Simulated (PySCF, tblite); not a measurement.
**C₄H₁₂Cl₂OSi₂: geometry, infrared bands and NMR shifts**

Wanted: the infrared bands and NMR shifts of C₄H₁₂Cl₂OSi₂ (`CO[Si@@H](CCl)[SiH2][C@H](C)Cl`), by calculation.

Computed with tblite 0.8.0 and PySCF 2.14.0, with density-fitted response routines of our own, on a single molecule in the gas phase. Atoms are numbered from 0 throughout.

### Step 1. Starting geometry

21 atoms, charge 0, multiplicity 1; geometry from: force field or distance geometry start.

Bonds of the start (Å): C0–O1 1.37, O1–Si2 1.72, Si2–C3 1.87, C3–Cl4 1.76, Si2–Si5 2.23, Si5–C6 1.86, C6–C7 1.52, C6–Cl8 1.79, C0–H9 1.10, C0–H10 1.12, C0–H11 1.13, Si2–H12 1.46, C3–H13 1.09, C3–H14 1.12, Si5–H15 1.47, Si5–H16 1.47, C6–H17 1.11, C7–H18 1.10, C7–H19 1.10, C7–H20 1.11.

### Step 2. Relaxing the molecule with GFN2-xTB

The job: settings as JSON, then the geometry in Å.

```
{"job": {"kind": "relax", "xc": "GFN2-xTB", "basis": "xTB"}, "charge": 0, "multiplicity": 1}
C     -2.661100     1.862000    -0.191300
O     -2.175900     0.758000    -0.844900
Si    -1.070800    -0.173600     0.093700
C     -1.743600    -1.918600     0.107400
Cl    -0.778500    -2.945100    -0.954500
Si     0.879900    -0.100000    -0.994500
C      2.240500    -0.618200     0.159400
C      2.927600     0.541700     0.852700
Cl     3.468500    -1.519900    -0.780300
H     -2.232400     2.051900     0.804100
H     -2.502400     2.725400    -0.884800
H     -3.784800     1.737100    -0.132700
H     -0.894200     0.318600     1.461500
H     -2.763100    -1.891200    -0.287900
H     -1.822100    -2.315200     1.149200
H      1.084200     1.296900    -1.391400
H      0.777800    -0.994800    -2.159900
H      1.835200    -1.285700     0.945800
H      2.842700     0.420000     1.947000
H      3.970400     0.585000     0.507200
H      2.393400     1.482400     0.593900
```

Run with:

```console
$ OMP_NUM_THREADS=1 python probes_run.py task.json out
```

One launch serves the whole session: the jobs run in the order shown.

**Question.** This job is followed by: GFN2-xTB harmonic vibrations, gas phase; GIAO PBE0/pcSseg-1 NMR shielding, non-relativistic, gas phase. What will the session give for the following? strongest single infrared mode (GFN2-xTB); zero-point energy (GFN2-xTB); 13C shifts against TMS (PBE0/pcSseg-1); 1H shifts against TMS (PBE0/pcSseg-1, means over atoms taken as alike); 17O shifts against H2O (PBE0/pcSseg-1); 29Si shifts against TMS (PBE0/pcSseg-1); 35Cl shifts against HCl (PBE0/pcSseg-1).

The runs gave:

```
                                                              quantity                                               value
                             strongest single infrared mode (GFN2-xTB)                               2166 cm⁻¹, 328 km/mol
                                          zero-point energy (GFN2-xTB)                                       93.9 kcal/mol
                                13C shifts against TMS (PBE0/pcSseg-1)                          54.0, 45.9, 32.2, 26.4 ppm
1H shifts against TMS (PBE0/pcSseg-1, means over atoms taken as alike)  5.23, 4.25, 4.10, 3.77, 3.67, 3.36, 3.14, 1.59 ppm
                                17O shifts against H2O (PBE0/pcSseg-1)                                             3.4 ppm
                               29Si shifts against TMS (PBE0/pcSseg-1)                                    -14.4, -63.0 ppm
                               35Cl shifts against HCl (PBE0/pcSseg-1)                                        177, -30 ppm
```

In words: The optimisation took 266 steps and gained 1.108 eV; among the close pairs (by a distance rule), O1–Si2 changed most, from 1.723 to 1.625 Å. No mode is imaginary among the 57: a minimum at this level. The strongest single mode, at 2166 cm⁻¹, moves mainly H15. GFN2-xTB is a fitted tight-binding method: band positions and strengths are rough. Its intensities can rank the bands wrongly. The most deshielded carbon is C0 (methyl carbon bonded to O), at 54.0 ppm: deshielded by the electronegative neighbour. At PBE0/pcSseg-1: The largest span, 469 ppm, is at Cl8, where the paramagnetic term is -372 ppm.
